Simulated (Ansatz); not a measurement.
# CH3BOS: how energies converge with the basis set

One table from this session's results is given with a row withheld; the runs are named, their logs left out.

Program: Ansatz 0.2.0, Gaussian basis. Level of theory: one geometry, several basis sets. These are calculated values, not measurements.

The runs, in order: PBE0-D4/def2-SVP; ωB97M-V/def2-SVP; PBE0-D4/def2-QZVPP; ωB97M-V/def2-QZVPP; the functionals' def2-TZVPP values are taken from earlier runs.

## The geometry

An earlier PBE0-D4 in a triple-zeta def2 set relaxation fixed the geometry.

SMILES `SC1BO1`, 7 atoms, charge 0, spin multiplicity 1.

Atoms are counted from 1 here; the program's logs count them from 0.

Bond lengths: S1–C2 1.761 Å, S1–H5 1.343 Å, C2–B3 1.511 Å, C2–O4 1.518 Å, C2–H6 1.085 Å, B3–O4 1.324 Å, B3–H7 1.184 Å. Angles: C2–S1–H5 98.1°, S1–C2–B3 126.0°, S1–C2–O4 117.4°, S1–C2–H6 111.2°, B3–C2–O4 51.8°, B3–C2–H6 122.0°, O4–C2–H6 110.6°, C2–B3–O4 64.3°, C2–B3–H7 157.1°, O4–B3–H7 138.4°, C2–O4–B3 63.8°.

The first run:

The input, in.yaml:

```yaml
crystal:
  periodic: [false, false, false]
  atoms:
    - {symbol: S, position_ang: [-1.483565, 0.693844, -0.788339]}
    - {symbol: C, position_ang: [-0.375801, 0.120995, 0.455053]}
    - {symbol: B, position_ang: [1.012377, -0.429994, 0.222951]}
    - {symbol: O, position_ang: [0.057147, -1.332506, 0.388104]}
    - {symbol: H, position_ang: [-0.582120, 0.915039, -1.758974]}
    - {symbol: H, position_ang: [-0.738974, 0.365532, 1.447954]}
    - {symbol: H, position_ang: [2.172335, -0.400910, -0.012450]}
basis:
  gaussian: {orbitals: def2-SVP}
hamiltonian: {xc: pbe0, dispersion: d4}
output: {orbitals: {seedname: orbitals}}
```

On the command line:

```console
$ ansatz run in.yaml --threads 2 --pin off --events-out ev --progress --plain --max-ram 4352MiB
```

Steps of the session up to this table: PBE0-D4 in def2-SVP; ωB97M-V in def2-SVP; PBE0-D4 in def2-QZVPP; ωB97M-V in def2-QZVPP.

One of the session's tables, all rows but one given; the rest of the session is left out.

It belongs to the step «Density functionals: the series». 

```
functional       basis  HOMO (eV)
   PBE0-D4    def2-SVP      -7.18
   PBE0-D4  def2-TZVPP          ?
   PBE0-D4  def2-QZVPP      -7.31
   ωB97M-V    def2-SVP      -9.34
   ωB97M-V  def2-TZVPP      -9.47
   ωB97M-V  def2-QZVPP      -9.51
```

Estimate the missing values for PBE0-D4, def2-TZVPP.

The run gave: HOMO (eV): -7.28. In the column «HOMO (eV)» it lies between PBE0-D4, def2-QZVPP (-7.31) and PBE0-D4, def2-SVP (-7.18).
